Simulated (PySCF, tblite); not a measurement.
**methyl phenyl sulfoxide (C7H8OS): a rotation path, then NMR shifts on frames**

How do NMR shifts of methyl phenyl sulfoxide (C7H8OS) (`C[S@](=O)c1ccccc1`) change as the atoms move?

Programs: tblite 0.8.0 and PySCF 2.14.0, with density-fitted response routines of our own. Each step states its level of theory. These are calculated values for one molecule in the gas phase, unless marked as measured. Atoms count from 0, in the outputs and in this text.

**1. The starting structure**

17 atoms, charge 0, multiplicity 1; geometry from: GFN2-xTB.

Bonds of the start (Å): C0–S1 1.85, S1–O2 1.46, S1–C3 1.83, C3–C4 1.38, C4–C5 1.38, C5–C6 1.39, C6–C7 1.39, C7–C8 1.38, C8–C3 1.38, C0–H9 1.09, C0–H10 1.08, C0–H11 1.08, C4–H12 1.08, C5–H13 1.08, C6–H14 1.08, C7–H15 1.08, C8–H16 1.08.

**2. A band between two rotamers with GFN2-xTB**

Job settings and geometry (Å):

```
{"job": {"kind": "neb", "xc": "GFN2-xTB", "basis": "xTB", "atoms": [4, 3, 1, 0], "turn": 120}, "charge": 0, "multiplicity": 1}
C      2.613481     0.142677     0.426084
S      1.805283     0.487912    -1.206744
O      1.833689     1.941454    -1.365132
C      0.137988     0.085272    -0.581709
C     -0.260179    -1.236451    -0.485632
C     -1.528942    -1.527624    -0.014467
C     -2.385981    -0.500207     0.348806
C     -1.982064     0.820281     0.237024
C     -0.715137     1.115209    -0.236452
H      3.667940     0.378315     0.325271
H      2.480010    -0.906270     0.662428
H      2.162414     0.773091     1.184332
H      0.415785    -2.027151    -0.776854
H     -1.851134    -2.555204     0.065878
H     -3.375016    -0.731352     0.715705
H     -2.653664     1.618666     0.515002
H     -0.371470     2.133411    -0.348627
```

Level: GFN2-xTB climbing-image nudged elastic band, gas phase.

Launch:

```bash
> OMP_NUM_THREADS=1 python probes_run.py task.json out
```

One launch serves the whole session: the jobs run in the order shown.

What it wrote:

```text
image   E - E0 / eV
  0       0.0000
  1       0.0361
  2       0.1096
  3       0.1636
  4       0.1825
  5       0.1607
  6       0.0963
  7       0.0275
  8       0.0000
```

It took 4.2 s on 1 thread of Arm Neoverse V1, shared host; peak memory 0.18 GiB.

The final band, with the dihedral C4–C3–S1–C0:

| image | dihedral (°) | energy (eV) | energy (kcal/mol) |
| --- | --- | --- | --- |
| 0 | -81 | 0.000 | 0.0 |
| 1 | -59 | 0.036 | 0.8 |
| 2 | -38 | 0.110 | 2.5 |
| 3 | -15 | 0.164 | 3.8 |
| 4 | 10 | 0.183 | 4.2 |
| 5 | 34 | 0.161 | 3.7 |
| 6 | 56 | 0.096 | 2.2 |
| 7 | 78 | 0.028 | 0.6 |
| 8 | 100 | 0.000 | 0.0 |

**3. Nuclear shieldings: image 0, PBE0/pcSseg-1**

Job settings and geometry (Å):

```
{"job": {"kind": "nmr", "xc": "PBE0", "basis": "pcSseg-1", "pop": false}, "charge": 0, "multiplicity": 1}
C      2.613500     0.142700     0.426100
S      1.805300     0.487900    -1.206700
O      1.833700     1.941500    -1.365100
C      0.138000     0.085300    -0.581700
C     -0.260200    -1.236500    -0.485600
C     -1.528900    -1.527600    -0.014500
C     -2.386000    -0.500200     0.348800
C     -1.982100     0.820300     0.237000
C     -0.715100     1.115200    -0.236500
H      3.667900     0.378300     0.325300
H      2.480000    -0.906300     0.662400
H      2.162400     0.773100     1.184300
H      0.415800    -2.027200    -0.776900
H     -1.851100    -2.555200     0.065900
H     -3.375000    -0.731400     0.715700
H     -2.653700     1.618700     0.515000
H     -0.371500     2.133400    -0.348600
```

Level: GIAO PBE0/pcSseg-1 NMR shielding, non-relativistic, gas phase.

What it wrote:

```text
coarse grid: 15272 points
cycle   1  E = -744.0891971845  dE =  1.776e+00  |g| = 9.020e-01  |ddm| = 4.218e+00
cycle   2  E = -743.3836176954  dE =  7.056e-01  |g| = 2.056e+00  |ddm| = 4.580e+00
cycle   3  E = -744.2368403150  dE = -8.532e-01  |g| = 2.493e-01  |ddm| = 3.879e+00
cycle   4  E = -744.2499807979  dE = -1.314e-02  |g| = 1.100e-01  |ddm| = 4.407e-01
cycle   5  E = -744.2527794975  dE = -2.799e-03  |g| = 3.160e-02  |ddm| = 1.470e-01
cycle   6  E = -744.2530132848  dE = -2.338e-04  |g| = 1.049e-02  |ddm| = 3.820e-02
cycle   7  E = -744.2530429354  dE = -2.965e-05  |g| = 2.321e-03  |ddm| = 1.360e-02
cycle   8  E = -744.2530443056  dE = -1.370e-06  |g| = 5.356e-04  |ddm| = 3.730e-03
final grid: 144392 points
cycle   9  E = -744.3192293972  dE = -2.539e-05  |g| = 1.112e-02  |ddm| = 4.969e-02
cycle  10  E = -744.3191874805  dE =  4.192e-05  |g| = 1.782e-02  |ddm| = 3.498e-02
cycle  11  E = -744.3192564772  dE = -6.900e-05  |g| = 3.301e-03  |ddm| = 2.518e-02
cycle  12  E = -744.3192586844  dE = -2.207e-06  |g| = 3.098e-04  |ddm| = 3.848e-03
cycle  13  E = -744.3192587032  dE = -1.877e-08  |g| = 1.697e-04  |ddm| = 5.527e-04
cycle  14  E = -744.3192587108  dE = -7.574e-09  |g| = 4.626e-05  |ddm| = 2.178e-04
cycle  15  E = -744.3192587113  dE = -5.261e-10  |g| = 1.148e-05  |ddm| = 5.783e-05
converged SCF energy = -744.3192587113

GIAO shielding tensors (ppm)
atom      isotropic    diamagn.    paramagn.     s11        s22        s33       span
  0 C      133.645     253.757    -120.113     98.611    122.325    179.997     81.386
  1 S      197.070    1052.736    -855.666     47.732     99.341    444.135    396.402
  2 O      297.060     397.211    -100.151     95.267    314.656    481.256    385.989
  3 C       26.598     267.312    -240.714    -49.353     -5.860    135.008    184.361
  4 C       58.543     252.378    -193.835    -44.289     42.202    177.715    222.004
  5 C       53.734     253.787    -200.053    -54.385     37.638    177.950    232.334
  6 C       51.349     253.828    -202.479    -58.382     34.613    177.816    236.198
  7 C       51.306     254.203    -202.897    -58.908     34.471    178.354    237.262
  8 C       59.203     249.924    -190.720    -50.516     28.271    199.854    250.370
  9 H       29.034      28.522       0.512     25.822     26.438     34.842      9.020
 10 H       29.965      31.542      -1.577     25.740     29.311     34.844      9.104
 11 H       29.401      31.726      -2.325     26.349     29.020     32.834      6.485
 12 H       24.394      32.409      -8.015     20.644     23.503     29.035      8.391
 13 H       24.058      30.238      -6.180     20.464     24.742     26.968      6.504
 14 H       23.989      29.708      -5.719     20.554     24.679     26.735      6.181
 15 H       23.712      30.457      -6.746     20.034     24.252     26.849      6.814
 16 H       23.287      32.874      -9.586     18.843     22.081     28.938     10.096
```

Run time: 30 s. Hardware: 1 thread of Arm Neoverse V1, shared host; peak memory 0.89 GiB.

The references, computed at this level on geometries of the same kind, shield at (ppm): 1H TMS 31.72, 13C TMS 186.9, 17O H2O 336.1, 33S CS2 504. Their shielding less the atom's gives the shift. The references are single molecules in the gas phase, so shifts against H2O, NH3, PH3, H3PO4 or CFCl3 are not on the usual liquid scales and can be off by tens of ppm. Each atom is listed at this fixed geometry, with no averaging over motion; a spectrum would average atoms that exchange fast.

```
atoms                              environment  σ (ppm)  δ (ppm)
   C3           aromatic carbon bearing sulfur     26.6    160.3
   C7                              aromatic CH     51.3    135.6
   C6                              aromatic CH     51.3    135.6
   C5                              aromatic CH     53.7    133.2
   C4                              aromatic CH     58.5    128.4
   C8                              aromatic CH     59.2    127.7
   C0                methyl carbon bonded to S    133.6     53.3
  H16               hydrogen on an aromatic CH    23.29     8.43
  H15               hydrogen on an aromatic CH    23.71     8.01
  H14               hydrogen on an aromatic CH    23.99     7.73
  H13               hydrogen on an aromatic CH    24.06     7.66
  H12               hydrogen on an aromatic CH    24.39     7.32
   H9  hydrogen on a methyl carbon bonded to S    29.03     2.68
  H11  hydrogen on a methyl carbon bonded to S    29.40     2.32
  H10  hydrogen on a methyl carbon bonded to S    29.97     1.75
   S1                         sulfoxide sulfur      197      307
   O2                               S=O oxygen    297.1     39.0
```

Ring of atoms C3, C4, C5, C6, C7, C8: NICS(0) -8.7, NICS(1) -11.5, NICS(1)zz -28.9 ppm (means of both faces).

**4. NMR shieldings: image 2, PBE0/pcSseg-1**

Job settings and geometry (Å):

```
{"job": {"kind": "nmr", "xc": "PBE0", "basis": "pcSseg-1", "pop": false}, "charge": 0, "multiplicity": 1}
C      2.747200    -0.175300     0.162700
S      1.753700     0.882200    -0.990400
O      1.846800     2.246900    -0.468600
C      0.100100     0.282000    -0.463600
C     -0.153900    -1.039300    -0.138200
C     -1.423900    -1.414300     0.269100
C     -2.449000    -0.484500     0.301600
C     -2.204800     0.825100    -0.076600
C     -0.927900     1.210300    -0.449700
H      3.777200     0.159200     0.090100
H      2.675800    -1.203800    -0.169000
H      2.388500    -0.058800     1.179000
H      0.625800    -1.782200    -0.182400
H     -1.606100    -2.435700     0.568100
H     -3.436400    -0.782700     0.622400
H     -3.006700     1.548400    -0.074500
H     -0.713300     2.234400    -0.715100
```

Level: GIAO PBE0/pcSseg-1 NMR shielding, non-relativistic, gas phase.

What it wrote:

```text
coarse grid: 15272 points
cycle   1  E = -744.0802778736  dE =  1.772e+00  |g| = 9.100e-01  |ddm| = 4.225e+00
cycle   2  E = -743.3199043268  dE =  7.604e-01  |g| = 2.115e+00  |ddm| = 4.517e+00
cycle   3  E = -744.2314532919  dE = -9.115e-01  |g| = 2.479e-01  |ddm| = 3.847e+00
cycle   4  E = -744.2441758171  dE = -1.272e-02  |g| = 1.156e-01  |ddm| = 4.513e-01
cycle   5  E = -744.2472806725  dE = -3.105e-03  |g| = 3.220e-02  |ddm| = 1.532e-01
cycle   6  E = -744.2475243867  dE = -2.437e-04  |g| = 1.091e-02  |ddm| = 3.908e-02
cycle   7  E = -744.2475565793  dE = -3.219e-05  |g| = 2.451e-03  |ddm| = 1.367e-02
cycle   8  E = -744.2475581022  dE = -1.523e-06  |g| = 5.741e-04  |ddm| = 4.247e-03
final grid: 144392 points
cycle   9  E = -744.3143288724  dE = -3.035e-05  |g| = 1.107e-02  |ddm| = 4.880e-02
cycle  10  E = -744.3142891730  dE =  3.970e-05  |g| = 1.751e-02  |ddm| = 3.378e-02
cycle  11  E = -744.3143558648  dE = -6.669e-05  |g| = 3.278e-03  |ddm| = 2.440e-02
cycle  12  E = -744.3143580531  dE = -2.188e-06  |g| = 2.904e-04  |ddm| = 3.786e-03
cycle  13  E = -744.3143580691  dE = -1.594e-08  |g| = 1.627e-04  |ddm| = 5.411e-04
cycle  14  E = -744.3143580758  dE = -6.668e-09  |g| = 5.383e-05  |ddm| = 2.181e-04
cycle  15  E = -744.3143580765  dE = -7.421e-10  |g| = 1.186e-05  |ddm| = 6.865e-05
converged SCF energy = -744.3143580765

GIAO shielding tensors (ppm)
atom      isotropic    diamagn.    paramagn.     s11        s22        s33       span
  0 C      139.891     255.171    -115.281    111.277    125.999    182.396     71.119
  1 S      171.941    1052.217    -880.276     30.674     81.981    403.167    372.493
  2 O      289.956     396.738    -106.782     76.665    307.722    485.481    408.815
  3 C       24.515     267.956    -243.440    -48.436    -11.718    133.700    182.136
  4 C       58.608     253.849    -195.241    -41.145     41.211    175.758    216.903
  5 C       53.671     253.469    -199.798    -55.057     38.978    177.094    232.151
  6 C       52.062     254.096    -202.033    -58.432     35.228    179.391    237.822
  7 C       51.678     254.243    -202.564    -58.590     35.607    178.019    236.609
  8 C       54.688     249.806    -195.118    -54.447     27.639    190.872    245.319
  9 H       28.884      28.293       0.591     25.493     27.023     34.136      8.644
 10 H       29.258      31.834      -2.577     24.345     28.849     34.579     10.235
 11 H       29.028      32.088      -3.060     25.732     28.578     32.773      7.041
 12 H       24.354      34.252      -9.898     19.794     23.312     29.958     10.164
 13 H       24.055      30.792      -6.736     20.442     24.586     27.138      6.696
 14 H       23.999      29.708      -5.709     20.659     24.647     26.690      6.032
 15 H       23.798      29.985      -6.187     20.245     24.308     26.840      6.595
 16 H       23.517      32.107      -8.590     19.343     22.259     28.950      9.608
```

Run time: 29 s. Hardware: 1 thread of Arm Neoverse V1, shared host; peak memory 0.89 GiB.

Key values: δ C3 162.4, C7 135.2, C6 134.9, C5 133.3, H16 8.20, H15 7.92 ppm.

(Part 1 of 2 ends here.)
